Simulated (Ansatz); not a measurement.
# WSe: the cost of one run

Method: DFT PBE+U, scalar-relativistic, plane waves, PAW, in Ansatz 0.2.0.

3 further runs of the same task are left out: 3 that didn't finish.

## 1. Starting point

Symmetry: P6_3/mmc, No. 194, hexagonal system. The conventional cell has a = 4.068 Å, b = 4.068 Å, c = 6.766 Å, α = 90.00°, β = 90.00°, γ = 120.00°. Around W (site symmetry -3m) lie 6 Se at 2.89 Å. Se (site symmetry -6m2) has 6 W at 2.89 Å as nearest neighbours.

Coordinates:

```cif
data_structure
_symmetry_space_group_name_H-M 'P 1'
_symmetry_Int_Tables_number 1
_cell_length_a 4.0680
_cell_length_b 4.0680
_cell_length_c 6.7661
_cell_angle_alpha 90.000
_cell_angle_beta 90.000
_cell_angle_gamma 120.000
_cell_volume 96.97
loop_
_atom_site_label
_atom_site_type_symbol
_atom_site_fract_x
_atom_site_fract_y
_atom_site_fract_z
_atom_site_occupancy
W1 W 0.00000 0.00000 0.00000 1
W2 W 0.00000 0.00000 0.50000 1
Se1 Se 0.33333 0.66667 0.25000 1
Se2 Se 0.66667 0.33333 0.75000 1
```

## 2. Antiferromagnetic in the cell, signs +-

Contents of input.yaml:

```yaml
crystal:
  lattice:
    - [4.067957709, 0.0, 0.0]
    - [-2.0339788545, 3.5229547175, 0.0]
    - [0.0, 0.0, 6.7661319722]
  atoms:
    - { symbol: W, position: [0.0, 0.0, 0.0], spin: 1.0 }
    - { symbol: W, position: [0.0, 0.0, 0.5], spin: -1.0 }
    - { symbol: Se, position: [0.3333333333, 0.6666666667, 0.25] }
    - { symbol: Se, position: [0.6666666667, 0.3333333333, 0.75] }
basis:
  ecutwfc: 420
kpoints:
  mp_grid: { grid: [12, 12, 6] }
hamiltonian:
  xc: pbe
  hubbard: { sites: [{ species: W, l: d, u_eff: 6.2 }] }
scf:
  occupations: { method: gaussian, width: 0.1 }
output:
  forces: true
  stress: true
  eigenvalues: true
  populations: true
magnetization:
  spin_polarized: true
```

Run with:

```bash
$ ansatz run input.yaml --threads 1 --pin off --max-ram 2560MiB --backend cpu --events-out ev --progress --plain --runs-dir out
```

What time and memory should one allow on 1 thread of Intel Xeon Platinum 8259CL at 2.50GHz (Skylake/Cascade Lake), shared host?

About 11 min, with a peak of 2 GiB.
